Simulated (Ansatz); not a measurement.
# AlBrH₄Si (SMILES [SiH3][AlH][Br]): functionals against CCSD(T) at one geometry

The atoms stand at a structure displaced at random from a GFN2-xTB minimum. How far do the functionals agree with CCSD(T) there?

Program: Ansatz 0.2.0, Gaussian basis. Level of theory: single points in def2-TZVPP. These are calculated values, not measurements.

Correlated methods freeze the cores. Filled d shells of the heavier atoms are correlated.

### Step 1. The system as given

SMILES `[SiH3][AlH][Br]`, 7 atoms, charge 0, spin multiplicity 1.

Atoms are counted from 1 here; the program's logs count them from 0.

Bond lengths: Si1–Al2 2.457 Å, Si1–H4 1.549 Å, Si1–H5 1.464 Å, Si1–H6 1.487 Å, Al2–Br3 2.252 Å, Al2–H7 1.535 Å. Angles: Al2–Si1–H4 111.0°, Al2–Si1–H5 116.1°, Al2–Si1–H6 114.0°, H4–Si1–H5 103.4°, H4–Si1–H6 105.0°, H5–Si1–H6 106.4°, Si1–Al2–Br3 128.2°, Si1–Al2–H7 123.1°, Br3–Al2–H7 108.7°.

Geometry (Å):

```xyz
7
charge 0, multiplicity 1
Si   -0.9345    0.5546   -0.3533
Al    1.1127   -0.5042    0.4985
Br    1.8840   -2.5796    0.0861
H    -2.0106   -0.5077   -0.6883
H    -0.7986    1.3048   -1.6029
H    -1.5894    1.4717    0.6167
H     2.0978    0.2086    1.4361
```

### Step 2. CCSD(T)/def2-TZVPP

File run/in.yaml:

```yaml
crystal:
  periodic: [false, false, false]
  atoms:
    - {symbol: Si, position_ang: [-0.934500, 0.554600, -0.353300]}
    - {symbol: Al, position_ang: [1.112700, -0.504200, 0.498500]}
    - {symbol: Br, position_ang: [1.884000, -2.579600, 0.086100]}
    - {symbol: H, position_ang: [-2.010600, -0.507700, -0.688300]}
    - {symbol: H, position_ang: [-0.798600, 1.304800, -1.602900]}
    - {symbol: H, position_ang: [-1.589400, 1.471700, 0.616700]}
    - {symbol: H, position_ang: [2.097800, 0.208600, 1.436100]}
basis:
  gaussian: {orbitals: def2-TZVPP}
correlation: {method: ccsd_t}
output: {forces: true}
```

The command line of these runs was not kept.

### Step 3. PBE0-D4/def2-TZVPP

Changes to run/in.yaml since step 2:

```diff
@@ -12,3 +12,3 @@
   gaussian: {orbitals: def2-TZVPP}
-correlation: {method: ccsd_t}
-output: {forces: true}
+hamiltonian: {xc: pbe0, dispersion: d4}
+output: {forces: true, orbitals: {seedname: orbitals}}
```

### Step 4. wB97M-V/def2-TZVPP

Changes to run/in.yaml since step 3:

```diff
@@ -12,3 +12,3 @@
   gaussian: {orbitals: def2-TZVPP}
-hamiltonian: {xc: pbe0, dispersion: d4}
-output: {forces: true, orbitals: {seedname: orbitals}}
+hamiltonian: {xc: {name: wB97M-V}}
+output: {forces: true}
```

### Step 5. r2SCAN-D4/def2-TZVPP

Changes to run/in.yaml since step 4:

```diff
@@ -12,3 +12,3 @@
   gaussian: {orbitals: def2-TZVPP}
-hamiltonian: {xc: {name: wB97M-V}}
+hamiltonian: {xc: r2scan, dispersion: d4}
 output: {forces: true}
```

### Step 6. PBE-D4/def2-TZVPP

Changes to run/in.yaml since step 5:

```diff
@@ -12,3 +12,3 @@
   gaussian: {orbitals: def2-TZVPP}
-hamiltonian: {xc: r2scan, dispersion: d4}
+hamiltonian: {xc: pbe, dispersion: d4}
 output: {forces: true}
```

### Step 7. SPW92/def2-TZVPP

Changes to run/in.yaml since step 6:

```diff
@@ -12,3 +12,3 @@
   gaussian: {orbitals: def2-TZVPP}
-hamiltonian: {xc: pbe, dispersion: d4}
+hamiltonian: {xc: lda}
 output: {forces: true}
```

### Step 8. r2SCAN0-D4/def2-TZVPP

Changes to run/in.yaml since step 7:

```diff
@@ -12,3 +12,3 @@
   gaussian: {orbitals: def2-TZVPP}
-hamiltonian: {xc: lda}
+hamiltonian: {xc: {name: r2SCAN0}, dispersion: d4}
 output: {forces: true}
```

(Steps that only read results are left out.)

**Question.** What will these runs give? Wanted: energy less free atoms, CCSD(T)/def2-TZVPP; RMS force component; RMS force error; HOMO and LUMO, PBE0-D4; T1 diagnostic.

**Answer**, as computed:

| quantity | value |
| --- | --- |
| energy less free atoms, CCSD(T)/def2-TZVPP | -1815.9 kJ/mol |
| RMS force component | 0.435 to 0.448 eV/Å over the methods |
| RMS force error | PBE0-D4 0.050, wB97M-V 0.048, r2SCAN-D4 0.045, PBE-D4 0.133, SPW92 0.175, r2SCAN0-D4 0.040 eV/Å |
| HOMO and LUMO, PBE0-D4 | -7.86 and -2.19 eV |
| T1 diagnostic | 0.010 |

Against CCSD(T) the functionals' energies less atoms differ by -212.0 to -9.5 kJ/mol, PBE-D4 by -9.5 kJ/mol. A larger basis would deepen the CCSD(T) value, while the functionals are nearly converged already, so the order here is not reliable. For forces r2SCAN0-D4 does best and SPW92 worst. Frozen-core CCSD(T) forces in triple zeta carry basis errors of their own, and this is one geometry, so small gaps rank nothing.
